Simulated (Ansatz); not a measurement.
# B2H2S2O (SMILES SB1OBS1) at MP2/cc-pVDZ

What is the vertical singlet–triplet gap of B2H2S2O at MP2/cc-pVDZ? 

Program for the calculation: Ansatz 0.2.0.

67 further runs of the same task are left out: 67 set aside as unsound or not needed. Runs told in other sessions of the task aren't counted.

### 1 The molecule

B2H2S2O: 7 atoms, total charge 0, spin state singlet. As SMILES, `SB1OBS1`. Geometry: relaxed at PBE0-D4/def2-TZVP. This is one conformer, not always the lowest.

Bond lengths: S1–B2 1.781 Å, B2–O3 1.394 Å, O3–B4 1.387 Å, B2–S5 1.841 Å, B4–S5 1.832 Å, S1–H6 1.345 Å, B4–H7 1.189 Å. Angles: S1–B2–O3 127.3°, S1–B2–S5 130.2°, O3–B2–S5 102.6°, B2–O3–B4 89.7°, O3–B4–S5 103.3°, B2–S5–B4 64.5°, B2–S1–H6 94.6°, O3–B4–H7 125.5°, S5–B4–H7 131.2°.

### 2 The energy at MP2/cc-pVDZ

Input file in.yaml:

```yaml
crystal:
  periodic: [false, false, false]
  atoms:
    - {symbol: S, position_ang: [-1.594700, 0.794600, 1.402500]}
    - {symbol: B, position_ang: [-0.211900, 0.312100, 0.389500]}
    - {symbol: O, position_ang: [-0.181400, -0.697300, -0.571400]}
    - {symbol: B, position_ang: [1.146800, -0.395600, -0.834200]}
    - {symbol: S, position_ang: [1.501400, 0.981700, 0.321000]}
    - {symbol: H, position_ang: [-2.432400, -0.120800, 0.882800]}
    - {symbol: H, position_ang: [1.833600, -0.942500, -1.636000]}
basis:
  gaussian:
    orbitals: cc-pVDZ
correlation:
  method: mp2
  frozen_orbitals: {B: 1, H: 0, O: 1, S: 5}
accuracy: high
```

Launch:

```bash
$ ansatz run in.yaml --threads 1 --pin off --max-ram 2610MiB --events-out events.jsonl --progress --plain --runs-dir runs
```

Output:

```text
Warning: RAYON_NUM_THREADS=1 ignored (pool sized by the plan → 1); use --threads N
Functional definition: HF
  name "HF"
  exchange = exact_x
  correlation = 0
2018 factors; integrals over basis functions are off by at most 3.3e-9 eV
mean field evaluation 1: about -25048.4482 eV, gradient 3.3e1 eV
mean field evaluation 2: about -25048.5555 eV, gradient 3.3e1 eV
mean field evaluation 4: about -25051.3044 eV, gradient 3.5e0 eV
mean field evaluation 8: about -25051.3638 eV, gradient 4.6e-4 eV
mean field -25051.36381944 eV, -920.6206399402 hartree, gradient 8.7e-8 eV, S^2 0.000000; 0 other end points of the search recorded, 0 dependent functions left out
13 core orbitals not correlated: weight in the atoms' cores, before any rotation towards them, 1.000 or more for the frozen orbitals, at most 0.000 for the correlated occupied ones
reference -25051.36381944 eV, -920.6206399402 hartree; 13, 13 occupied and 62, 62 virtual orbitals, 2018 factors
second order -16.34333948 eV of doubles, -0.00000000 eV of singles
Total energy: -25067.70715893 eV, -921.2212465884 hartree
```

Wall time 3.6 s (1 thread of Arm Neoverse V2, shared host); peak memory 0.26 GiB.

### 3 The triplet

Input file job.yaml:

```yaml
crystal:
  periodic: [false, false, false]
  atoms:
    - symbol: S
      position_ang: [-1.594700, 0.794600, 1.402500]
    - symbol: B
      position_ang: [-0.211900, 0.312100, 0.389500]
    - symbol: O
      position_ang: [-0.181400, -0.697300, -0.571400]
    - symbol: B
      position_ang: [1.146800, -0.395600, -0.834200]
    - symbol: S
      position_ang: [1.501400, 0.981700, 0.321000]
    - symbol: H
      position_ang: [-2.432400, -0.120800, 0.882800]
    - symbol: H
      position_ang: [1.833600, -0.942500, -1.636000]
basis:
  gaussian:
    orbitals: cc-pVDZ
accuracy: high
magnetization:
  spin_polarized: true
  initial_magnetization: 2
correlation:
  method: mp2
  frozen_orbitals: {B: 1, H: 0, O: 1, S: 5}
```

Launch:

```bash
$ ansatz run job.yaml --threads 1 --pin off --max-ram 2610MiB --events-out events.jsonl --progress --plain --runs-dir runs
```

Output, cut to the lines that bear on the results:

```text
Warning: RAYON_NUM_THREADS=1 ignored (pool sized by the plan → 1); use --threads N
Functional definition: HF
  name "HF"
[...]
2018 factors; integrals over basis functions are off by at most 3.3e-9 eV
[...]
mean field -25046.30559291 eV, -920.4347535439 hartree, gradient 3.0e-8 eV, S^2 2.023776; 10 other end points of the search recorded, 0 dependent functions left out
13 core orbitals not correlated: weight in the atoms' cores, before any rotation towards them, 1.000 or more for the frozen orbitals, at most 0.000 for the correlated occupied ones
reference -25046.30559291 eV, -920.4347535439 hartree; 14, 12 occupied and 61, 63 virtual orbitals, 2018 factors
second order -15.99553014 eV of doubles, -0.00000000 eV of singles
Total energy: -25062.30112306 eV, -921.0225784345 hartree
```

Run time: 14 s. Hardware: 1 thread of Arm Neoverse V2, shared host; peak memory 0.52 GiB.

### 4 Results

At MP2/cc-pVDZ, 13 core orbitals frozen:

```
                                             quantity          value
                                singlet: total energy  -921.22125 Eh
singlet: correlation energy (13 core orbitals frozen)     -600.6 mEh
                                triplet: total energy  -921.02258 Eh
triplet: correlation energy (13 core orbitals frozen)     -587.8 mEh
           triplet: ⟨S²⟩ of the reference determinant          2.024
     vertical energy of the triplet above the singlet       5.406 eV
```

**Reading.** At this shape the triplet lies 5.41 eV (125 kcal/mol) above the singlet.
